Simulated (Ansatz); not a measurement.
# CSe: a search for lower mean-field states

Computed with Ansatz 0.2.0 through its Python package.

Input file `cse.xyz`:
```text
2

C     0.00000    0.00000    0.00000
Se    0.00000    0.00000    1.82500
```

`run_states.py`:
```python
'''Does a wider search find a lower mean-field state of CSe?'''

import ansatz as az
import numpy as np

BASIS = 'def2-SVP'
FUNCTIONAL = 'pbe'


def main() -> None:
    molecule = az.Crystal.molecule_from_extxyz('cse.xyz')
    symbols = [site.symbol for site in molecule.cartesian_sites]

    start = np.array([site.position_ang for site in molecule.cartesian_sites])
    for factor in [1.0, 1.3]:
        xyz = (start - start.mean(axis=0)) * factor
        scaled = az.Crystal.molecule()
        for symbol, place in zip(symbols, xyz):
            scaled = scaled.atom(symbol, place.tolist())
        model = scaled.calculation().basis(gaussian=BASIS).functional(FUNCTIONAL).spin('collinear')
        for search in ('off', 'standard'):
            try:
                r = model.scf(lower_state_search=search).run(threads=1).report
            except az.AnsatzError as error:
                print(f'x{factor} search {search}: {type(error).__name__}')
                continue
            state = r['mean_field']['state']
            print(f'all distances x{factor}, search {search:8s} E = {r["free_energy_ev"]:.5f} eV  <S^2> = {abs(state["spin_squared"]):.3f}  other states met: {len(r["mean_field"]["others"])}')


if __name__ == '__main__':
    main()
```

```console
$ python run_states.py
all distances x1.0, search off      E = -66363.60005 eV  <S^2> = 0.000  other states met: 0
all distances x1.0, search standard E = -66363.60005 eV  <S^2> = 0.000  other states met: 1
all distances x1.3, search off      E = -66360.44747 eV  <S^2> = 0.000  other states met: 0
all distances x1.3, search standard E = -66360.55052 eV  <S^2> = 0.595  other states met: 12
```

What to keep in mind:
- Total energies depend on the basis set; only differences at equal settings carry meaning.
- The count of other states can hold repeated and symmetry-equivalent ends of the search; scaling all distances is a test, and for more than two atoms no physical path.
- The expectation value of S² is noticeably off S(S+1) in at least one run, so that state is spin-contaminated.
- The spin state was assumed, and another may lie lower.
- Timing: 8.7 s on 1 thread of Arm Neoverse V2 (shared host), peak memory 0.17 GiB.

(Lines on the test bed's own set-up are left out of the output.)
